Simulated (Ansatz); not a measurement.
# Cl2FGeO: the cost of one run

Computed with Ansatz 0.2.0, Gaussian basis. Level: the settings change from run to run.

## 1. The geometry

An earlier PBE0-D4 in a triple-zeta def2 set relaxation fixed the geometry.

SMILES `[O][Ge]([F])([Cl])[Cl]`, 5 atoms, charge 0, spin multiplicity 2.

Atoms are counted from 1 here; the program's logs count them from 0.

Bond lengths: O1–Ge2 1.774 Å, Ge2–F3 1.711 Å, Ge2–Cl4 2.103 Å, Ge2–Cl5 2.103 Å. Angles: O1–Ge2–F3 110.7°, O1–Ge2–Cl4 108.1°, O1–Ge2–Cl5 108.1°, F3–Ge2–Cl4 107.7°, F3–Ge2–Cl5 107.7°, Cl4–Ge2–Cl5 114.7°.

## 2. r2SCAN50/ANO-RCC-VTZP

Options: density fitting with def2-universal-jkfit, a grid of angular degree 23, finite nuclei, high accuracy.

File in.yaml:

```yaml
crystal:
  periodic: [false, false, false]
  atoms:
    - {symbol: O, position_ang: [1.076296, -1.300424, 0.666423]}
    - {symbol: Ge, position_ang: [0.006550, -0.028032, 0.047925]}
    - {symbol: F, position_ang: [-0.974929, 0.598141, 1.301581]}
    - {symbol: Cl, position_ang: [-1.265266, -0.886537, -1.389943]}
    - {symbol: Cl, position_ang: [1.207250, 1.543151, -0.667385]}
basis:
  gaussian: {orbitals: ANO-RCC-VTZP, fitting: {mean_field: def2-universal-jkfit}, final_grid: {core_spheres: 8, valence_spheres: 7, degree: 23}, nuclear_model: gaussian}
magnetization: {spin_polarized: true, initial_magnetization: 1}
hamiltonian: {xc: {name: r2SCAN50}}
accuracy: high
```

Started as:

```
$ ansatz run in.yaml --threads 4 --pin off --events-out ev --progress --plain --max-ram 10444MiB
```

**Question.** How long does this run take on 4 threads of Arm Neoverse V1, shared host, and how much memory does it need?

About 21 s, with a peak of 0.64 GiB.
